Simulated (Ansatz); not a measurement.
**GeC2+ (quartet): the correlation ladder, cc-pVDZ**

An exercise on one series of results from a longer session: the logs are not shown, and one member is left open.

The runs use Ansatz 0.2.0, Gaussian basis; cc-pVDZ, core rule «outside noble gas», up to 16 orbitals frozen.

Plan: UHF; CCSD(T) on ROHF; CCSD(T) on UHF; BCCD(T) on ROHF; CISD; CCSDT(Q) on ROHF; CCSDT(Q) on UHF.

23 further runs of the same task are left out: 10 that didn't finish, 13 set aside as unsound or not needed.

### The geometry

The geometry is a PBE0/def2-TZVP stationary point (not a proven minimum) of the parent state, kept for this charge and spin. No spin-orbit coupling is included. The filled d shell of Ge may be among the frozen orbitals whatever the setting's name suggests; the logs give the count.

3 atoms, charge 1, spin multiplicity 4.

Atoms are counted from 1 here; the program's logs count them from 0.

Bond lengths: C1–C2 1.234 Å, C2–Ge3 1.890 Å. Angles: C1–C2–Ge3 180.0°.

Set-up of the first run:

File in.yaml:

```yaml
crystal:
  periodic: [false, false, false]
  atoms:
    - {symbol: C, position_ang: [0.000000, 0.000000, -1.452500]}
    - {symbol: C, position_ang: [0.000000, 0.000000, -0.218800]}
    - {symbol: Ge, position_ang: [0.000000, 0.000000, 1.671300]}
basis:
  gaussian: {orbitals: cc-pVDZ}
total_charge: 1
magnetization: {spin_polarized: true, initial_magnetization: 3}
hamiltonian: {xc: hf}
output: {orbitals: {seedname: orbitals}}
```

Started as:

```console
> ansatz run in.yaml --threads 1 --pin off --events-out ev --progress --plain --max-ram 2393MiB
```

Among the steps run: UHF; CCSD(T) on ROHF; CCSD(T) on UHF; BCCD(T) on ROHF; CISD; CCSDT(Q) on ROHF; CCSDT(Q) on UHF.

One table of the session follows, with a row left open; its other results are not shown here.

| method | from RCCSDT(Q) (meV) |
| --- | --- |
| ROHF | +7608.6 |
| UHF | +7266.3 |
| RMP2 | +1648.5 |
| UMP2 | +1828.5 |
| RCCSD | +561.7 |
| UCCSD | +560.1 |
| RCCSD(T) | +242.4 |
| UCCSD(T) | +254.4 |
| BCCD(T) | +244.9 |
| RCCSDT | +94.9 |
| UCCSDT | +94.9 |
| RCCSDT(Q) | 0 |
| UCCSDT(Q) | ? |

**Question.** Estimate the row for UCCSDT(Q).

The run gave: from RCCSDT(Q) (meV): -5.3. In the column «from RCCSDT(Q) (meV)» it is the lowest.

Not comparable, so not listed: CISD (they don't share determinant, frozen orbitals or solution with the rows shown, or repeat one).

Caveats from the session: Restricted and unrestricted rows rest on different reference determinants; where their highest levels disagree by more than a few hundredths of an eV, they describe different states and don't form one ladder.
